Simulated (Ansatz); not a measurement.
# ZrHO+ (quintet): the correlation ladder, def2-TZVPP

An exercise on one series of results from a longer session: the logs are not shown, and one member is left open.

Computed with Ansatz 0.2.0, Gaussian basis. Level: def2-TZVPP, core rule «outside noble gas», up to 5 orbitals frozen.

Plan: UHF; ROHF; CCSD(T) on UHF.

**The system**

The geometry is a PBE0/def2-TZVP stationary point (not a proven minimum) of the parent state, kept for this charge and spin. No spin-orbit coupling is included. Elements past krypton take def2 core potentials.

3 atoms, charge 1, spin multiplicity 5.

Atoms are counted from 1 here; the program's logs count them from 0.

Bond lengths: Zr1–O2 2.620 Å, O2–H3 0.978 Å. Angles: Zr1–O2–H3 103.1°.

The first run:

File in.yaml:

```yaml
crystal:
  periodic: [false, false, false]
  atoms:
    - {symbol: Zr, position_ang: [0.000000, -0.236551, 1.833008]}
    - {symbol: O, position_ang: [0.000000, -0.352513, -0.784724]}
    - {symbol: H, position_ang: [0.000000, 0.589064, -1.048284]}
basis:
  gaussian: {orbitals: def2-TZVPP}
total_charge: 1
magnetization: {spin_polarized: true, initial_magnetization: 4}
hamiltonian: {xc: hf}
output: {orbitals: {seedname: orbitals}}
```

Command:

```sh
$ ansatz run in.yaml --threads 1 --pin off --events-out ev --progress --plain --max-ram 4096MiB --backend cpu
```

Steps of the session up to this table: UHF; ROHF; CCSD(T) on UHF.

One of the session's tables, all rows but one given; the rest of the session is left out.

It belongs to the step «Misses and costs». 

```
  method  from UCCSD(T) (meV)
    ROHF              +6813.8
     UHF              +6541.3
    UMP2                    ?
   UCCSD               +165.2
UCCSD(T)                    0
```

**Question.** Estimate the row for UMP2.

**Answer.** from UCCSD(T) (meV): +671.0. In the column «from UCCSD(T) (meV)» it lies between UCCSD (+165.2) and UHF (+6541.3).
